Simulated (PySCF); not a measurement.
# C3H7NSSi: the cost of one run

Computed with PySCF 2.14.0, with density-fitted response routines of our own, on a single molecule in the gas phase. Atoms count from 0, in the outputs and in this text.

### Step 1. The starting structure

13 atoms, charge 0, multiplicity 1; geometry from: GFN2-xTB. The atoms were then displaced at random by about 0.01 Å, so the start is not that level's minimum.

Bonds of the start (Å): C0–N1 1.27, N1–C2 1.36, C2–C3 1.39, C3–S4 1.66, S4–Si5 2.20, C0–H6 1.05, C0–H7 1.09, C2–H8 1.06, C3–H9 1.08, Si5–H10 1.48, Si5–H11 1.45, Si5–H12 1.46.

### Step 2. Relaxing the molecule at PBE0-D3(BJ)/def2-SVP

What the job is given:

```
{"job": {"xc": "PBE0", "basis": "def2-SVP", "d3": "d3bj", "grid": 1, "shake": 0.01, "kind": "geom"}, "charge": 0, "multiplicity": 1}
C     -1.389180    -1.235200     0.566490
N     -0.602010    -0.330720     0.133770
C     -1.004670     0.801050    -0.514210
C     -0.013190     1.684790    -0.924290
S      1.618980     1.453940    -0.697440
Si     1.599450    -0.469510     0.363000
H     -1.001700    -2.078100     1.062040
H     -2.468960    -1.116940     0.437010
H     -2.042420     0.991640    -0.656470
H     -0.326550     2.587520    -1.423150
H      3.073510    -0.542510     0.507760
H      1.378270    -1.529460    -0.607560
H      1.184290    -0.233380     1.742720
```

Command:

```bash
$ OMP_NUM_THREADS=1 python probes_run.py task.json out
```

This one command runs all jobs of the session in turn.

**Question.** How long does this first job take on 1 thread of Arm Neoverse V2, shared host, and how much memory does it need?

About 93 s, with a peak of 0.5 GiB.
